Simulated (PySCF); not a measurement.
# In: dipole response in aug-cc-pVQZ-PP plus 1 even-tempered diffuse shell per l with ECP28

Aim: the static polarisability and the C₆ coefficient of In, method by method.

The numbers are computed with PySCF 2.14.0 (unrestricted determinants in a Gaussian basis, no spin-orbit coupling in the energies), except any that are marked as measured or tabulated.

### 1 The atom as given

```
Element     : indium (Z = 49)
Basis       : aug-cc-pVQZ-PP with one added diffuse shell each of s, p, d, f, g type with ECP28MDF (8s8p6d4f3g, 117 functions)
Hamiltonian : scalar relativity through the core potential
State 1     : In: [Kr] 4d10 5s1 5p2, high-spin 4P determinant (an excited configuration)
Methods     : UHF, PBE, PBE0, MN15
```

The outer shells:

In [Kr] 4d10 5s1 5p2
```
[Kr] core
4d [↑↓][↑↓][↑↓][↑↓][↑↓]
5s [↑ ]
5p [↑ ][↑ ][  ]
```

The runs were made by one driver on top of PySCF. The scripts below sum up each run's settings (the driver also hands on starting orbitals that pick excited configurations, and frozen orbitals as a list rather than a count), and the logs come from the driver's own runs. The driver starts from symmetry-adapted Hartree-Fock orbitals, holds the occupation by maximum overlap and uses a logarithmic radial grid for functionals, so a plain start would take other cycles.

The integrals over 117 functions and the set-up took 4.1 s of CPU time.

### 2 In [Kr] 4d10 5s1 5p2, method by method

Level: UHF.

Input file input.py:

```python
from pyscf import gto, scf, dft, mp, cc
import basis_set_exchange as bse
txt = bse.get_basis("aug-cc-pVQZ-PP", elements=["In"], fmt="nwchem", header=False, augment_diffuse=1)
cut = txt.index("\nECP")
mol = gto.M(atom="In 0 0 0", charge=0, spin=3, symmetry="D2h",
            basis=gto.basis.parse(txt[:cut]),
            ecp={"In": gto.basis.parse_ecp(txt[cut:])})
mf = scf.UHF(mol)
mf.irrep_nelec = {'Ag': (4, 3), 'B1g': (1, 1), 'B2g': (1, 1), 'B3g': (1, 1), 'B1u': (2, 1), 'B2u': (2, 1), 'B3u': (1, 1)}
mf.kernel()
```

The program printed:

```text
damping factor = 0
level_shift factor = 0
DIIS = <class 'pyscf.scf.diis.CDIIS'>
diis_start_cycle = 1
diis_space = 10
diis_damp = 0
SCF conv_tol = 1e-09
SCF conv_tol_grad = None
number electrons alpha = 12  beta = 9
cycle= 1 E= -189.104366960497  delta_E= -0.00179  |g|= 0.0129  |ddm|= 0.0838
cycle= 2 E= -189.104588058099  delta_E= -0.000221  |g|= 0.005  |ddm|= 0.0301
cycle= 3 E= -189.1046280516  delta_E= -4e-05  |g|= 0.000745  |ddm|= 0.0199
cycle= 4 E= -189.104628854332  delta_E= -8.03e-07  |g|= 0.000181  |ddm|= 0.00407
cycle= 5 E= -189.104628877701  delta_E= -2.34e-08  |g|= 4.63e-05  |ddm|= 0.000681
cycle= 6 E= -189.104628879284  delta_E= -1.58e-09  |g|= 5.48e-06  |ddm|= 0.000212
cycle= 7 E= -189.104628879331  delta_E= -4.77e-11  |g|= 6.21e-07  |ddm|= 2.68e-05
converged SCF energy = -189.104628879331  <S^2> = 3.7543149  2S+1 = 4.0021569
```

It used 47 s of CPU time after the integrals (shared host).

Orbital energies by shell (radii are means over both spins):

```tsv
shell	electrons	mean orbital energy (eV)	spread (eV)	rms radius (bohr)
4s α	1	-147.47	0	0.913
4s β	1	-147.15	0	0.913
4p α	3	-99.922	0.145	0.994
4p β	3	-99.787	0.362	0.994
4d α	5	-28.767	0.320	1.27
4d β	5	-28.464	0.467	1.27
5s α	1	-14.161	0	2.88
5p α	2	-6.750	0	3.70
```

⟨S²⟩ = 3.754, ⟨L²⟩ = 2.02.

The driver then solved the coupled dipole response at imaginary frequencies: mean α = 67.40 bohr³ (xx, yy, zz: 56.56, 72.83, 72.83), C₆ = 728.0 au for a like pair.

Energies and moments cover only the electrons outside the core potential.

Level: PBE.

input.py, as changed from the run before:

```diff
@@ -7,3 +7,3 @@
             ecp={"In": gto.basis.parse_ecp(txt[cut:])})
-mf = scf.UHF(mol)
+mf = dft.UKS(mol, xc="PBE")
 mf.irrep_nelec = {'Ag': (4, 3), 'B1g': (1, 1), 'B2g': (1, 1), 'B3g': (1, 1), 'B1u': (2, 1), 'B2u': (2, 1), 'B3u': (1, 1)}
```

The program printed:

```text
damping factor = 0
level_shift factor = 0
DIIS = <class 'pyscf.scf.diis.CDIIS'>
diis_start_cycle = 1
diis_space = 10
diis_damp = 0
SCF conv_tol = 1e-09
SCF conv_tol_grad = None
number electrons alpha = 12  beta = 9
XC functionals = PBE
    J. P. Perdew, K. Burke, and M. Ernzerhof.,  Phys. Rev. Lett. 77, 3865 (1996)
    J. P. Perdew, K. Burke, and M. Ernzerhof.,  Phys. Rev. Lett. 78, 1396 (1997)
    J. P. Perdew, K. Burke, and M. Ernzerhof.,  Phys. Rev. Lett. 77, 3865 (1996)
    J. P. Perdew, K. Burke, and M. Ernzerhof.,  Phys. Rev. Lett. 78, 1396 (1997)
cycle= 1 E= -189.943228863101  delta_E= -0.00916  |g|= 0.0782  |ddm|= 0.87
cycle= 2 E= -189.942961646083  delta_E= 0.000267  |g|= 0.0819  |ddm|= 0.347
cycle= 3 E= -189.944798869142  delta_E= -0.00184  |g|= 0.00195  |ddm|= 0.198
cycle= 4 E= -189.944801153674  delta_E= -2.28e-06  |g|= 0.000198  |ddm|= 0.0132
cycle= 5 E= -189.944801181213  delta_E= -2.75e-08  |g|= 5.44e-06  |ddm|= 0.000978
cycle= 6 E= -189.944801181241  delta_E= -2.76e-11  |g|= 5.41e-07  |ddm|= 3.45e-05
converged SCF energy = -189.944801181241  <S^2> = 3.7517072  2S+1 = 4.0008535
```

CPU time 12 s on a shared host, the integrals not counted.

The driver then solved the coupled dipole response at imaginary frequencies: mean α = 76.73 bohr³ (xx, yy, zz: 58.42, 85.89, 85.89), C₆ = 839.4 au for a like pair.

Level: PBE0.

input.py, as changed from the run before:

```diff
@@ -7,3 +7,3 @@
             ecp={"In": gto.basis.parse_ecp(txt[cut:])})
-mf = dft.UKS(mol, xc="PBE")
+mf = dft.UKS(mol, xc="PBE0")
 mf.irrep_nelec = {'Ag': (4, 3), 'B1g': (1, 1), 'B2g': (1, 1), 'B3g': (1, 1), 'B1u': (2, 1), 'B2u': (2, 1), 'B3u': (1, 1)}
```

The program printed:

```text
damping factor = 0
level_shift factor = 0
DIIS = <class 'pyscf.scf.diis.CDIIS'>
diis_start_cycle = 1
diis_space = 10
diis_damp = 0
SCF conv_tol = 1e-09
SCF conv_tol_grad = None
number electrons alpha = 12  beta = 9
XC functionals = PBE0
    C. Adamo and V. Barone.,  J. Chem. Phys. 110, 6158 (1999)
    M. Ernzerhof and G. E. Scuseria.,  J. Chem. Phys. 110, 5029 (1999)
cycle= 1 E= -189.953727137322  delta_E= -0.0059  |g|= 0.0412  |ddm|= 0.608
cycle= 2 E= -189.953888778531  delta_E= -0.000162  |g|= 0.0334  |ddm|= 0.209
cycle= 3 E= -189.954188734114  delta_E= -0.0003  |g|= 0.00161  |ddm|= 0.0768
cycle= 4 E= -189.954190001091  delta_E= -1.27e-06  |g|= 0.000134  |ddm|= 0.00894
cycle= 5 E= -189.95419001336  delta_E= -1.23e-08  |g|= 1.31e-05  |ddm|= 0.000496
cycle= 6 E= -189.954190013473  delta_E= -1.13e-10  |g|= 7.61e-07  |ddm|= 4.87e-05
converged SCF energy = -189.954190013473  <S^2> = 3.7520136  2S+1 = 4.0010067
```

It used 39 s of CPU time after the integrals (shared host).

The driver then solved the coupled dipole response at imaginary frequencies: mean α = 71.77 bohr³ (xx, yy, zz: 56.25, 79.53, 79.53), C₆ = 776.7 au for a like pair.

Level: MN15.

input.py, as changed from the run before:

```diff
@@ -7,3 +7,3 @@
             ecp={"In": gto.basis.parse_ecp(txt[cut:])})
-mf = dft.UKS(mol, xc="PBE0")
+mf = dft.UKS(mol, xc="MN15")
 mf.irrep_nelec = {'Ag': (4, 3), 'B1g': (1, 1), 'B2g': (1, 1), 'B3g': (1, 1), 'B1u': (2, 1), 'B2u': (2, 1), 'B3u': (1, 1)}
```

The program printed:

```text
damping factor = 0
level_shift factor = 0
DIIS = <class 'pyscf.scf.diis.CDIIS'>
diis_start_cycle = 1
diis_space = 10
diis_damp = 0
SCF conv_tol = 1e-09
SCF conv_tol_grad = None
number electrons alpha = 12  beta = 9
XC functionals = MN15
    H. S. Yu, X. He, S. L. Li, and D. G. Truhlar.,  Chem. Sci. 7, 5032-5051 (2016)
    H. S. Yu, X. He, S. L. Li, and D. G. Truhlar.,  Chem. Sci. 7, 5032-5051 (2016)
cycle= 1 E= -189.521647338847  delta_E= -0.0126  |g|= 0.184  |ddm|= 0.734
cycle= 2 E= -189.523472602409  delta_E= -0.00183  |g|= 0.157  |ddm|= 0.778
cycle= 3 E= -189.529667060153  delta_E= -0.00619  |g|= 0.00304  |ddm|= 0.351
cycle= 4 E= -189.529675487574  delta_E= -8.43e-06  |g|= 0.000426  |ddm|= 0.0252
cycle= 5 E= -189.529675893736  delta_E= -4.06e-07  |g|= 7.31e-05  |ddm|= 0.0062
cycle= 6 E= -189.529675910052  delta_E= -1.63e-08  |g|= 6.76e-06  |ddm|= 0.00162
cycle= 7 E= -189.529675910184  delta_E= -1.32e-10  |g|= 1.22e-06  |ddm|= 0.000117
converged SCF energy = -189.529675910184  <S^2> = 3.7517638  2S+1 = 4.0008818
```

CPU time 63 s on a shared host, the integrals not counted.

The driver then solved the coupled dipole response at imaginary frequencies: mean α = 69.60 bohr³ (xx, yy, zz: 54.80, 77.00, 77.00), C₆ = 736.7 au for a like pair.

Radial density 4πr²ρ of In at UHF, the electrons outside the core potential:

```tsv
r (bohr)	density	spin density
0.0136	2.24e-05	0.000
0.0228	4.61e-05	0.000
0.0384	8.87e-05	0.000
0.0645	0.000257	0.000
0.109	0.00193	0.000
0.183	0.0262	0.000
0.307	0.515	0.001
0.516	8.27	0.059
0.869	21.6	-0.038
1.46	7.33	0.313
2.46	1.63	1.154
4.13	0.538	0.533
6.95	0.0397	0.040
11.7	0.000211	0.000
```

### 3 Polarisabilities and C₆

In [Kr] 4d10 5s1 5p2, in atomic units:

```tsv
method	mean α	C₆ (like pair)	S(−4)
UHF	67.40	728.0	1867
PBE	76.73	839.4	2938
PBE0	71.77	776.7	2382
MN15	69.60	736.7	2341
```

α(iu) at MN15:

```tsv
u (hartree)	α(iu) (bohr³)
0	69.60
0.0500	64.35
0.100	53.34
0.200	33.97
0.300	22.61
0.500	12.17
0.750	7.209
1.00	4.965
1.50	2.918
2.00	1.964
3.00	1.069
5.00	0.4510
```

### 4 Outcome

```
                 quantity                             value
α of In [Kr] 4d10 5s1 5p2  67.40 (UHF) to 76.73 (PBE) bohr³
```

**Reading.** A single London oscillator with the computed α and C₆ of In [Kr] 4d10 5s1 5p2 at UHF would have ω = 4 C₆ / (3 α²) = 0.214 hartree. The basis is finite, and no extrapolation was made.
